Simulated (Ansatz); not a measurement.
# AlBrFH3 (built from SMILES F.[AlH2][Br]): a barrier at many levels of theory, part 2 of 3

Ansatz 0.2.0, Gaussian basis. The steps go on from the part before.

**9. r2SCAN0-D4/def2-TZVPP**

The inputs:

r/in.yaml

```yaml
crystal:
  periodic: [false, false, false]
  atoms:
    - {symbol: Al, position_ang: [-0.253844, 0.284162, -0.588220]}
    - {symbol: Br, position_ang: [1.816125, -0.800028, -0.353891]}
    - {symbol: H, position_ang: [-1.379689, -0.593317, -1.250937]}
    - {symbol: H, position_ang: [-0.171906, 1.855764, -0.589164]}
    - {symbol: H, position_ang: [0.423761, -0.587721, 1.401535]}
    - {symbol: F, position_ang: [-0.434346, -0.158760, 1.380577]}
basis:
  gaussian: {orbitals: def2-TZVPP}
hamiltonian: {xc: {name: r2SCAN0}, dispersion: d4}
```

ts/in.yaml

```yaml
crystal:
  periodic: [false, false, false]
  atoms:
    - {symbol: Al, position_ang: [-0.464993, 0.339317, -0.406999]}
    - {symbol: Br, position_ang: [1.791179, -0.864206, -0.070965]}
    - {symbol: H, position_ang: [-1.381817, -0.591998, -1.282121]}
    - {symbol: H, position_ang: [-0.167858, 1.869468, -0.617042]}
    - {symbol: H, position_ang: [0.705670, -0.636610, 1.068141]}
    - {symbol: F, position_ang: [-0.482082, -0.115871, 1.308886]}
basis:
  gaussian: {orbitals: def2-TZVPP}
hamiltonian: {xc: {name: r2SCAN0}, dispersion: d4}
```

p/in.yaml

```yaml
crystal:
  periodic: [false, false, false]
  atoms:
    - {symbol: Al, position_ang: [-0.682751, 0.430063, -0.345405]}
    - {symbol: Br, position_ang: [1.787972, -0.853111, -0.105989]}
    - {symbol: H, position_ang: [-1.378267, -0.556530, -1.363520]}
    - {symbol: H, position_ang: [-0.175768, 1.881793, -0.704732]}
    - {symbol: H, position_ang: [1.339602, -0.996217, 1.241928]}
    - {symbol: F, position_ang: [-0.890687, 0.094101, 1.277617]}
basis:
  gaussian: {orbitals: def2-TZVPP}
hamiltonian: {xc: {name: r2SCAN0}, dispersion: d4}
```

The same command starts each run, in its folder.

Started as:

```console
ansatz run in.yaml --threads 2 --pin off --events-out ev --progress --plain --max-ram 4352MiB
```

r printed (excerpt; [...] marks lines left out):

```text
Functional definition: r2SCAN0
  name "r2SCAN0"
  cite "Bursch, Neugebauer, Ehlert & Grimme, J. Chem. Phys. 156, 134105 (2022) doi:10.1063/5.0086040"
  cite "Furness, Kaplan, Ning, Perdew & Sun, J. Phys. Chem. Lett. 11, 8208 (2020) doi:10.1021/acs.jpclett.0c02405"
  cite "Furness, Kaplan, Ning, Perdew & Sun, J. Phys. Chem. Lett. 11, 9248 (2020) doi:10.1021/acs.jpclett.0c03077"
  parent r2scan
[...]
1046 factors; their error is unknown
[...]
mean field -79409.64941271 eV, -2918.2507901235 hartree, gradient 3.0e-5 eV, S^2 0.000000; 0 other end points of the search recorded, 0 dependent functions left out
reference -79409.64942165 eV, -2918.2507904521 hartree; 30, 30 occupied and 133, 133 virtual orbitals, 1046 factors
Total energy: -79409.67581073 eV, -2918.2517602327 hartree
```

Output in ts (excerpt; [...] marks lines left out):

```text
[... 6 set-up lines as earlier in the session ...]
[...]
1046 factors; their error is unknown
[...]
mean field -79409.37667818 eV, -2918.2407673143 hartree, gradient 4.9e-5 eV, S^2 0.000000; 0 other end points of the search recorded, 0 dependent functions left out
reference -79409.37668718 eV, -2918.2407676450 hartree; 30, 30 occupied and 133, 133 virtual orbitals, 1046 factors
Total energy: -79409.40345152 eV, -2918.2417512165 hartree
```

Log of p (excerpt; [...] marks lines left out):

```text
[... 6 set-up lines as earlier in the session ...]
[...]
1046 factors; their error is unknown
[...]
mean field -79409.54490995 eV, -2918.2469497180 hartree, gradient 3.1e-5 eV, S^2 0.000000; 0 other end points of the search recorded, 0 dependent functions left out
reference -79409.54491945 eV, -2918.2469500670 hartree; 30, 30 occupied and 133, 133 virtual orbitals, 1046 factors
Total energy: -79409.57153070 eV, -2918.2479280126 hartree
```

Times: 2.7 s (r), 2.6 s (ts), 2.4 s (p) on 2 threads of Intel Xeon 6975P-C, shared host; peak memory 0.39 GiB.

Barrier 26.3 kJ/mol; end less start +10.1 kJ/mol.

**10. BHLYP-D4/def2-TZVPP**

The same edit goes into each in.yaml of step 9 (r, ts, p):

```diff
-hamiltonian: {xc: {name: r2SCAN0}, dispersion: d4}
+hamiltonian: {xc: {name: BHLYP}, dispersion: d4}
```

One command serves all of them, each in its own folder.

Started as:

```console
ansatz run in.yaml --threads 2 --pin off --events-out ev --progress --plain --max-ram 4352MiB
```

r printed (excerpt; [...] marks lines left out):

```text
Functional definition: BHLYP
  name "BHLYP"
  cite "Becke, J. Chem. Phys. 98, 1372 (1993) doi:10.1063/1.464304"
[... 2 set-up lines as earlier in the session ...]
[...]
1112 factors; their error is unknown
[...]
mean field -79411.22532317 eV, -2918.3087037645 hartree, gradient 5.4e-5 eV, S^2 0.000000; 0 other end points of the search recorded, 0 dependent functions left out
reference -79411.22548833 eV, -2918.3087098342 hartree; 30, 30 occupied and 133, 133 virtual orbitals, 1112 factors
Total energy: -79411.36418482 eV, -2918.3138068364 hartree
```

Log of ts (excerpt; [...] marks lines left out):

```text
[... 5 set-up lines as earlier in the session ...]
[...]
1112 factors; their error is unknown
[...]
mean field -79410.87321997 eV, -2918.2957642108 hartree, gradient 5.8e-5 eV, S^2 0.000000; 0 other end points of the search recorded, 0 dependent functions left out
reference -79410.87338490 eV, -2918.2957702717 hartree; 30, 30 occupied and 133, 133 virtual orbitals, 1112 factors
Total energy: -79411.01337381 eV, -2918.3009147695 hartree
```

Output in p (excerpt; [...] marks lines left out):

```text
[... 5 set-up lines as earlier in the session ...]
[...]
1112 factors; their error is unknown
[...]
mean field -79411.20999281 eV, -2918.3081403842 hartree, gradient 3.9e-5 eV, S^2 0.000000; 0 other end points of the search recorded, 0 dependent functions left out
reference -79411.21016377 eV, -2918.3081466671 hartree; 30, 30 occupied and 133, 133 virtual orbitals, 1112 factors
Total energy: -79411.34572534 eV, -2918.3131284627 hartree
```

Times: 1.8 s (r), 1.6 s (ts), 1.5 s (p) on 2 threads of Intel Xeon 6975P-C, shared host.

This gives 33.8 kJ/mol for the barrier and +1.8 kJ/mol for the step.

**11. CAM-B3LYP-D4/def2-TZVPP**

The same edit goes into each in.yaml of step 10 (r, ts, p):

```diff
-hamiltonian: {xc: {name: BHLYP}, dispersion: d4}
+hamiltonian: {xc: {name: CAM-B3LYP}, dispersion: d4}
```

Each run has its own folder and the same command.

Started as:

```console
ansatz run in.yaml --threads 2 --pin off --events-out ev --progress --plain --max-ram 4352MiB
```

r printed (excerpt; [...] marks lines left out):

```text
Functional definition: CAM-B3LYP
  name "CAM-B3LYP"
  cite "Yanai, Tew & Handy, Chem. Phys. Lett. 393, 51 (2004) doi:10.1016/j.cplett.2004.06.011"
  cite "Iikura, Tsuneda, Yanai & Hirao, J. Chem. Phys. 115, 3540 (2001) doi:10.1063/1.1383587"
[... 2 set-up lines as earlier in the session ...]
[...]
1034 factors; their error is unknown
223 factors; integrals over basis functions are off by at most 1.7e-5 eV
[...]
mean field -79415.39405059 eV, -2918.4619016718 hartree, gradient 2.6e-5 eV, S^2 0.000000; 0 other end points of the search recorded, 0 dependent functions left out
reference -79415.39417027 eV, -2918.4619060697 hartree; 30, 30 occupied and 133, 133 virtual orbitals, 1034 factors
Total energy: -79415.47967384 eV, -2918.4650482681 hartree
```

Output in ts (excerpt; [...] marks lines left out):

```text
[... 6 set-up lines as earlier in the session ...]
[...]
1034 factors; their error is unknown
222 factors; integrals over basis functions are off by at most 2.0e-5 eV
[...]
mean field -79415.15181763 eV, -2918.4529997745 hartree, gradient 2.8e-5 eV, S^2 0.000000; 0 other end points of the search recorded, 0 dependent functions left out
reference -79415.15193750 eV, -2918.4530041796 hartree; 30, 30 occupied and 133, 133 virtual orbitals, 1034 factors
Total energy: -79415.23857266 eV, -2918.4561879631 hartree
```

Output in p (excerpt; [...] marks lines left out):

```text
[... 6 set-up lines as earlier in the session ...]
[...]
1034 factors; their error is unknown
223 factors; integrals over basis functions are off by at most 2.3e-5 eV
[...]
mean field -79415.39668117 eV, -2918.4619983438 hartree, gradient 2.5e-5 eV, S^2 0.000000; 0 other end points of the search recorded, 0 dependent functions left out
reference -79415.39680494 eV, -2918.4620028922 hartree; 30, 30 occupied and 133, 133 virtual orbitals, 1034 factors
Total energy: -79415.48163180 eV, -2918.4651202217 hartree
```

They took 2 s (r), 1.9 s (ts), 1.8 s (p) on 2 threads of Intel Xeon 6975P-C, shared host; peak memory 0.42 GiB.

At this level: barrier 23.3 kJ/mol, step energy -0.2 kJ/mol.

**12. wB97X-V/def2-TZVPP**

Each input of step 11 (r, ts, p) changes in the same lines:

```diff
-hamiltonian: {xc: {name: CAM-B3LYP}, dispersion: d4}
+hamiltonian: {xc: {name: wB97X-V}}
```

Each run has its own folder and the same command.

Started as:

```console
ansatz run in.yaml --threads 2 --pin off --events-out ev --progress --plain --max-ram 4352MiB
```

r printed (excerpt; [...] marks lines left out):

```text
Functional definition: wB97X-V
  name "wB97X-V"
  cite "Mardirossian & Head-Gordon, Phys. Chem. Chem. Phys. 16, 9904 (2014) doi:10.1039/C3CP54374A"
[... 2 set-up lines as earlier in the session ...]
[...]
      + integral(e_c_pw_opposite_spin*poly(b97_u_opposite, cos0, cos1)) + vv10(b, c)
1034 factors; their error is unknown
204 factors; integrals over basis functions are off by at most 3.1e-5 eV
[...]
mean field -79404.00091175 eV, -2918.0432115419 hartree, gradient 2.5e-5 eV, S^2 0.000000; 0 other end points of the search recorded, 0 dependent functions left out
reference -79404.00090992 eV, -2918.0432114747 hartree; 30, 30 occupied and 133, 133 virtual orbitals, 1034 factors
Total energy: -79404.00090992 eV, -2918.0432114747 hartree
```

ts printed (excerpt; [...] marks lines left out):

```text
[... 5 set-up lines as earlier in the session ...]
[...]
      + integral(e_c_pw_opposite_spin*poly(b97_u_opposite, cos0, cos1)) + vv10(b, c)
1034 factors; their error is unknown
204 factors; integrals over basis functions are off by at most 3.2e-5 eV
[...]
mean field -79403.71523444 eV, -2918.0327130944 hartree, gradient 2.4e-5 eV, S^2 0.000000; 0 other end points of the search recorded, 0 dependent functions left out
reference -79403.71523256 eV, -2918.0327130253 hartree; 30, 30 occupied and 133, 133 virtual orbitals, 1034 factors
Total energy: -79403.71523256 eV, -2918.0327130253 hartree
```

Log of p (excerpt; [...] marks lines left out):

```text
[... 5 set-up lines as earlier in the session ...]
[...]
      + integral(e_c_pw_opposite_spin*poly(b97_u_opposite, cos0, cos1)) + vv10(b, c)
1034 factors; their error is unknown
205 factors; integrals over basis functions are off by at most 3.1e-5 eV
[...]
mean field -79403.96762454 eV, -2918.0419882595 hartree, gradient 3.4e-5 eV, S^2 0.000000; 0 other end points of the search recorded, 0 dependent functions left out
reference -79403.96762257 eV, -2918.0419881870 hartree; 30, 30 occupied and 133, 133 virtual orbitals, 1034 factors
Total energy: -79403.96762257 eV, -2918.0419881870 hartree
```

Times: 3.5 s (r), 3.9 s (ts), 3.6 s (p) on 2 threads of Intel Xeon 6975P-C, shared host; peak memory 0.46 GiB.

At this level: barrier 27.6 kJ/mol, step energy +3.2 kJ/mol.

**13. wB97M-V/def2-TZVPP**

Each input of step 12 (r, ts, p) changes in the same lines:

```diff
-hamiltonian: {xc: {name: wB97X-V}}
+hamiltonian: {xc: {name: wB97M-V}}
```

One command serves all of them, each in its own folder.

Started as:

```console
ansatz run in.yaml --threads 2 --pin off --events-out ev --progress --plain --max-ram 4352MiB
```

r printed (excerpt; [...] marks lines left out):

```text
Functional definition: wB97M-V
  name "wB97M-V"
  cite "Mardirossian & Head-Gordon, J. Chem. Phys. 144, 214110 (2016) doi:10.1063/1.4952647"
[... 2 set-up lines as earlier in the session ...]
  # Of w^i u^j: cxij and so on, Table III.
[...]
  gx(w, u) = 1 - cx + cx01*u + cx10*w
[...]
      + integral(e_c_pw_mod_opposite_spin*gos(b97_w_opposite, b97_u_opposite)) + vv10(b, c)
1013 factors; their error is unknown
204 factors; integrals over basis functions are off by at most 3.1e-5 eV
[...]
mean field -79407.16423560 eV, -2918.1594615493 hartree, gradient 2.6e-5 eV, S^2 0.000000; 0 other end points of the search recorded, 0 dependent functions left out
reference -79407.16428041 eV, -2918.1594631958 hartree; 30, 30 occupied and 133, 133 virtual orbitals, 1013 factors
Total energy: -79407.16428041 eV, -2918.1594631958 hartree
```

Output in ts (excerpt; [...] marks lines left out):

```text
[... 5 set-up lines as earlier in the session ...]
  # Of w^i u^j: cxij and so on, Table III.
[...]
  gx(w, u) = 1 - cx + cx01*u + cx10*w
[...]
      + integral(e_c_pw_mod_opposite_spin*gos(b97_w_opposite, b97_u_opposite)) + vv10(b, c)
1013 factors; their error is unknown
204 factors; integrals over basis functions are off by at most 3.2e-5 eV
[...]
mean field -79406.86546242 eV, -2918.1484818375 hartree, gradient 2.4e-5 eV, S^2 0.000000; 0 other end points of the search recorded, 0 dependent functions left out
reference -79406.86550845 eV, -2918.1484835288 hartree; 30, 30 occupied and 133, 133 virtual orbitals, 1013 factors
Total energy: -79406.86550845 eV, -2918.1484835288 hartree
```

Log of p (excerpt; [...] marks lines left out):

```text
[... 5 set-up lines as earlier in the session ...]
  # Of w^i u^j: cxij and so on, Table III.
[...]
  gx(w, u) = 1 - cx + cx01*u + cx10*w
[...]
      + integral(e_c_pw_mod_opposite_spin*gos(b97_w_opposite, b97_u_opposite)) + vv10(b, c)
1013 factors; their error is unknown
205 factors; integrals over basis functions are off by at most 3.1e-5 eV
[...]
mean field -79407.10469898 eV, -2918.1572736188 hartree, gradient 4.0e-5 eV, S^2 0.000000; 0 other end points of the search recorded, 0 dependent functions left out
reference -79407.10474721 eV, -2918.1572753914 hartree; 30, 30 occupied and 133, 133 virtual orbitals, 1013 factors
Total energy: -79407.10474721 eV, -2918.1572753914 hartree
```

Wall times: 4.4 s (r), 4.4 s (ts), 4.1 s (p) on 2 threads of Intel Xeon 6975P-C, shared host; peak memory 0.48 GiB.

Barrier 28.8 kJ/mol; end less start +5.7 kJ/mol.

**14. B2PLYP/def2-TZVPP**

The same edit goes into each in.yaml of step 13 (r, ts, p):

```diff
-hamiltonian: {xc: {name: wB97M-V}}
+hamiltonian: {xc: {name: B2PLYP}}
```

The same command starts each run, in its folder.

Started as:

```console
ansatz run in.yaml --threads 2 --pin off --events-out ev --progress --plain --max-ram 4352MiB
```

r printed (excerpt; [...] marks lines left out):

```text
Functional definition: B2PLYP
  name "B2PLYP"
  cite "Grimme, J. Chem. Phys. 124, 034108 (2006) doi:10.1063/1.2148954"
[... 2 set-up lines as earlier in the session ...]
[...]
1012 factors; integrals over basis functions are off by at most 1.8e-3 eV
[...]
mean field -79391.80157641 eV, -2917.5948942373 hartree, gradient 6.1e-6 eV, S^2 0.000000; 0 other end points of the search recorded, 0 dependent functions left out
15 core orbitals not correlated: weight in the atoms' cores, before any rotation towards them, 1.000 or more for the frozen orbitals, at most 0.000 for the correlated occupied ones
reference -79391.80173092 eV, -2917.5948999153 hartree; 15, 15 occupied and 133, 133 virtual orbitals, 1012 factors
second order -20.49731706 eV of doubles, -0.00000000 eV of singles
Total energy: -79397.33600653 eV, -2917.7982807926 hartree
```

Log of ts (excerpt; [...] marks lines left out):

```text
[... 5 set-up lines as earlier in the session ...]
[...]
1013 factors; integrals over basis functions are off by at most 1.5e-3 eV
[...]
mean field -79391.41906257 eV, -2917.5808371129 hartree, gradient 1.9e-6 eV, S^2 0.000000; 0 other end points of the search recorded, 0 dependent functions left out
15 core orbitals not correlated: weight in the atoms' cores, before any rotation towards them, 1.000 or more for the frozen orbitals, at most 0.000 for the correlated occupied ones
reference -79391.41921700 eV, -2917.5808427879 hartree; 15, 15 occupied and 133, 133 virtual orbitals, 1013 factors
second order -20.97092930 eV of doubles, -0.00000000 eV of singles
Total energy: -79397.08136791 eV, -2917.7889229959 hartree
```

p printed (excerpt; [...] marks lines left out):

```text
[... 5 set-up lines as earlier in the session ...]
[...]
1003 factors; integrals over basis functions are off by at most 1.3e-3 eV
[...]
mean field -79391.80501728 eV, -2917.5950206868 hartree, gradient 3.6e-6 eV, S^2 0.000000; 0 other end points of the search recorded, 0 dependent functions left out
15 core orbitals not correlated, not the lowest: weight in the atoms' cores, before any rotation towards them, 1.000 or more for the frozen orbitals, at most 0.000 for the correlated occupied ones
reference -79391.80517728 eV, -2917.5950265667 hartree; 15, 15 occupied and 133, 133 virtual orbitals, 1003 factors
second order -20.45097411 eV of doubles, -0.00000000 eV of singles
Total energy: -79397.32694029 eV, -2917.7979476146 hartree
```

They took 2.6 s (r), 2.7 s (ts), 2.5 s (p) on 2 threads of Intel Xeon 6975P-C, shared host.

At this level: barrier 24.6 kJ/mol, step energy +0.9 kJ/mol.

**15. PBE-QIDH/def2-TZVPP**

The same edit goes into each in.yaml of step 14 (r, ts, p):

```diff
-hamiltonian: {xc: {name: B2PLYP}}
+hamiltonian: {xc: {name: PBE-QIDH}}
```

Each run has its own folder and the same command.

Started as:

```console
ansatz run in.yaml --threads 2 --pin off --events-out ev --progress --plain --max-ram 4352MiB
```

Output in r (excerpt; [...] marks lines left out):

```text
Functional definition: PBE-QIDH
  name "PBE-QIDH"
  cite "Brémond, Sancho-García, Pérez-Jiménez & Adamo, J. Chem. Phys. 141, 031101 (2014) doi:10.1063/1.4890314"
[... 1 set-up line as earlier in the session ...]
[...]
1012 factors; integrals over basis functions are off by at most 1.8e-3 eV
[...]
mean field -79381.11310555 eV, -2917.2021001781 hartree, gradient 9.2e-6 eV, S^2 0.000000; 0 other end points of the search recorded, 0 dependent functions left out
15 core orbitals not correlated: weight in the atoms' cores, before any rotation towards them, 1.000 or more for the frozen orbitals, at most 0.000 for the correlated occupied ones
reference -79381.11311716 eV, -2917.2021006044 hartree; 15, 15 occupied and 133, 133 virtual orbitals, 1012 factors
second order -19.19292566 eV of doubles, -0.00000000 eV of singles
Total energy: -79387.51075904 eV, -2917.4372096072 hartree
```

ts printed (excerpt; [...] marks lines left out):

```text
[... 4 set-up lines as earlier in the session ...]
[...]
1013 factors; integrals over basis functions are off by at most 1.5e-3 eV
[...]
mean field -79380.66789273 eV, -2917.1857389087 hartree, gradient 8.2e-6 eV, S^2 0.000000; 0 other end points of the search recorded, 0 dependent functions left out
15 core orbitals not correlated: weight in the atoms' cores, before any rotation towards them, 1.000 or more for the frozen orbitals, at most 0.000 for the correlated occupied ones
reference -79380.66790433 eV, -2917.1857393347 hartree; 15, 15 occupied and 133, 133 virtual orbitals, 1013 factors
second order -19.59926655 eV of doubles, -0.00000000 eV of singles
Total energy: -79387.20099318 eV, -2917.4258259217 hartree
```

Log of p (excerpt; [...] marks lines left out):

```text
[... 4 set-up lines as earlier in the session ...]
[...]
1003 factors; integrals over basis functions are off by at most 1.3e-3 eV
[...]
mean field -79381.02286468 eV, -2917.1987838872 hartree, gradient 5.2e-6 eV, S^2 0.000000; 0 other end points of the search recorded, 0 dependent functions left out
15 core orbitals not correlated, not the lowest: weight in the atoms' cores, before any rotation towards them, 1.000 or more for the frozen orbitals, at most 0.000 for the correlated occupied ones
reference -79381.02287694 eV, -2917.1987843379 hartree; 15, 15 occupied and 133, 133 virtual orbitals, 1003 factors
second order -19.13413835 eV of doubles, -0.00000000 eV of singles
Total energy: -79387.40092306 eV, -2917.4331732095 hartree
```

Wall times: 2.7 s (r), 2.8 s (ts), 2.6 s (p) on 2 threads of Intel Xeon 6975P-C, shared host.

Barrier 29.9 kJ/mol; end less start +10.6 kJ/mol.

**16. RPA on PBE/def2-TZVPP**

Each input of step 15 (r, ts, p) changes in the same lines:

```diff
-hamiltonian: {xc: {name: PBE-QIDH}}
+hamiltonian: {xc: pbe}
+correlation: {method: rpa}
```

One command serves all of them, each in its own folder.

Started as:

```console
ansatz run in.yaml --threads 2 --pin off --events-out ev --progress --plain --max-ram 4352MiB
```

Log of r (excerpt; [...] marks lines left out):

```text
[... 4 set-up lines as earlier in the session ...]
[...]
1012 factors; integrals over basis functions are off by at most 1.8e-3 eV
[...]
mean field -79395.34974885 eV, -2917.7252871691 hartree, gradient 3.2e-6 eV, S^2 0.000000; 0 other end points of the search recorded, 0 dependent functions left out
15 core orbitals not correlated: weight in the atoms' cores, before any rotation towards them, 1.000 or more for the frozen orbitals, at most 0.000 for the correlated occupied ones
reference -79337.47816189 eV, -2915.5985455754 hartree; 15, 15 occupied and 133, 133 virtual orbitals, 1012 factors
Total energy: -79364.66012476 eV, -2916.5974642861 hartree
```

ts printed (excerpt; [...] marks lines left out):

```text
[... 4 set-up lines as earlier in the session ...]
[...]
1013 factors; integrals over basis functions are off by at most 1.5e-3 eV
[...]
mean field -79395.20587758 eV, -2917.7199999977 hartree, gradient 2.9e-6 eV, S^2 0.000000; 0 other end points of the search recorded, 0 dependent functions left out
15 core orbitals not correlated: weight in the atoms' cores, before any rotation towards them, 1.000 or more for the frozen orbitals, at most 0.000 for the correlated occupied ones
reference -79336.79957509 eV, -2915.5736079704 hartree; 15, 15 occupied and 133, 133 virtual orbitals, 1013 factors
Total energy: -79364.42196839 eV, -2916.5887122012 hartree
```

Output in p (excerpt; [...] marks lines left out):

```text
[... 4 set-up lines as earlier in the session ...]
[...]
1003 factors; integrals over basis functions are off by at most 1.3e-3 eV
[...]
mean field -79395.26173421 eV, -2917.7220526911 hartree, gradient 4.8e-6 eV, S^2 0.000000; 0 other end points of the search recorded, 0 dependent functions left out
15 core orbitals not correlated, not the lowest: weight in the atoms' cores, before any rotation towards them, 0.997 or more for the frozen orbitals, at most 0.002 for the correlated occupied ones
reference -79337.47323112 eV, -2915.5983643728 hartree; 15, 15 occupied and 133, 133 virtual orbitals, 1003 factors
Total energy: -79364.71350539 eV, -2916.5994259881 hartree
```

Times: 2.2 s (r), 2.4 s (ts), 2.2 s (p) on 2 threads of Intel Xeon 6975P-C, shared host.

At this level: barrier 23.0 kJ/mol, step energy -5.2 kJ/mol.

(Continued in part 3 of 3.)
